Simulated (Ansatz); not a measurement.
**GaAs (quintet): from Hartree-Fock to the top rungs, aug-cc-pVDZ**

An exercise on one series of results from a longer session: the logs are not shown, and one member is left open.

The runs use Ansatz 0.2.0, Gaussian basis; aug-cc-pVDZ, core rule «outside noble gas», up to 28 orbitals frozen.

To be run: UHF; CCSD(T) on ROHF; CCSD(T) on UHF; BCCD(T) on ROHF; CISD; CCSDT(Q) on ROHF; CCSDT(Q) on UHF.

30 further runs of the same task are left out: 4 for a known fault of the program, 13 that didn't finish, 13 set aside as unsound or not needed.

**The system**

The geometry is a PBE0/def2-TZVPD stationary point (not a proven minimum) of the parent state, kept for this charge and spin. No spin-orbit coupling is included. The filled d shell of Ga, As may be among the frozen orbitals whatever the setting's name suggests; the logs give the count.

2 atoms, charge 0, spin multiplicity 5.

Atoms are counted from 1 here; the program's logs count them from 0.

Bond lengths: Ga1–As2 2.464 Å.

The first run:

in.yaml

```yaml
crystal:
  periodic: [false, false, false]
  atoms:
    - {symbol: Ga, position_ang: [0.000000, 0.000000, 0.000000]}
    - {symbol: As, position_ang: [0.000000, 0.000000, 2.464100]}
basis:
  gaussian: {orbitals: aug-cc-pVDZ}
magnetization: {spin_polarized: true, initial_magnetization: 4}
hamiltonian: {xc: hf}
output: {orbitals: {seedname: orbitals}}
```

Run with:

```
> ansatz run in.yaml --threads 1 --pin off --events-out ev --progress --plain --max-ram 2393MiB
```

Steps of the session up to this table: UHF; CCSD(T) on ROHF; CCSD(T) on UHF; BCCD(T) on ROHF; CISD; CCSDT(Q) on ROHF; CCSDT(Q) on UHF.

One table of the session follows, with a row left open; its other results are not shown here.

| method | from RCCSDT(Q) (kcal/mol) |
| --- | --- |
| ROHF | +84.40 |
| UHF | +79.38 |
| RMP2 | +19.12 |
| UMP2 | +19.36 |
| RCCSD | +3.42 |
| UCCSD | +2.79 |
| RCCSD(T) | +0.74 |
| UCCSD(T) | +0.27 |
| BCCD(T) | ? |
| RCCSDT | +0.16 |
| UCCSDT | -0.34 |
| RCCSDT(Q) | 0 |
| UCCSDT(Q) | -0.49 |

**Question.** Estimate the row for BCCD(T).

As computed: from RCCSDT(Q) (kcal/mol): +0.76. In the column «from RCCSDT(Q) (kcal/mol)» it lies between RCCSD(T) (+0.74) and UCCSD (+2.79).

Not comparable, so not listed: CISD (they don't share determinant, frozen orbitals or solution with the rows shown, or repeat one).

To keep in mind: Restricted and unrestricted rows rest on different reference determinants; where their highest levels disagree by more than a few hundredths of an eV, they describe different states and don't form one ladder.
